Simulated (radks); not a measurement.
**Spin polarisation of the 4f shell in Tb**

Aim: the energy gained and the exchange splitting as electrons of the 4f shell of Tb are turned from spin down to spin up.

The numbers are computed with radks (a radial shooting solver on a logarithmic mesh, Libxc functionals) version 1 (scalar-relativistic Kohn-Sham, BLYP, spin-polarised, spherical densities, finite nucleus), except any that are marked as measured or tabulated.

### Step 1. The atom as given

| Quantity | Value |
| --- | --- |
| element | terbium (Z = 65) |
| charge | 0 |
| electrons | 65 |
| configuration | [Xe] 4f(up 4.5, down 4.5) 6s2 |
| nuclear rms radius | 5.06 fm |

A shell typed twice in an input gives spin up, then spin down.

### Step 2. No moment

Settings of this run:

```text
Z 65
configuration [Xe] 4f4.5 4f4.5 6s2
relativity scalar-relativistic
functional b88,lyp
spin polarised
nucleus finite rms 5.06 fm
c 137.035999084
```

The run is started by

```sh
> python run_ks.py task.json out
```

The same process makes all the runs of this session.

### Step 3. moment 1 in 4f

Settings of this run:

```text
Z 65
configuration [Xe] 4f5 4f4 6s2
relativity scalar-relativistic
functional b88,lyp
spin polarised
nucleus finite rms 5.06 fm
c 137.035999084
```

### Step 4. moment 2 in 4f

Settings of this run:

```text
Z 65
configuration [Xe] 4f5.5 4f3.5 6s2
relativity scalar-relativistic
functional b88,lyp
spin polarised
nucleus finite rms 5.06 fm
c 137.035999084
```

### Step 5. moment 3 in 4f

Settings of this run:

```text
Z 65
configuration [Xe] 4f6 4f3 6s2
relativity scalar-relativistic
functional b88,lyp
spin polarised
nucleus finite rms 5.06 fm
c 137.035999084
```

### Step 6. moment 4 in 4f

Settings of this run:

```text
Z 65
configuration [Xe] 4f6.5 4f2.5 6s2
relativity scalar-relativistic
functional b88,lyp
spin polarised
nucleus finite rms 5.06 fm
c 137.035999084
```

### Step 7. moment 5 in 4f

Settings of this run:

```text
Z 65
configuration [Xe] 4f7 4f2 6s2
relativity scalar-relativistic
functional b88,lyp
spin polarised
nucleus finite rms 5.06 fm
c 137.035999084
```

What does the calculation give? Wanted: for each run, moment; E − E(0); ε(4f up); ε(4f down); splitting.

**Answer**, as computed:

```csv
moment (μB),E − E(0) (eV),ε(4f up) (eV),ε(4f down) (eV),splitting (eV)
0,0.000,-2.805,-2.805,0.000
1,-0.177,-3.146,-2.437,0.709
2,-0.709,-3.459,-2.042,1.416
3,-1.594,-3.741,-1.622,2.119
4,-2.829,-3.991,-1.175,2.816
5,-4.410,-4.206,-0.703,3.503
```

At a moment of 5 μB the energy has fallen by 4.41 eV and the 4f levels split by 3.50 eV, 0.701 eV per μB. The Stoner form E = −I m²/4 would give I = 0.706 eV. The energy falls at every step.
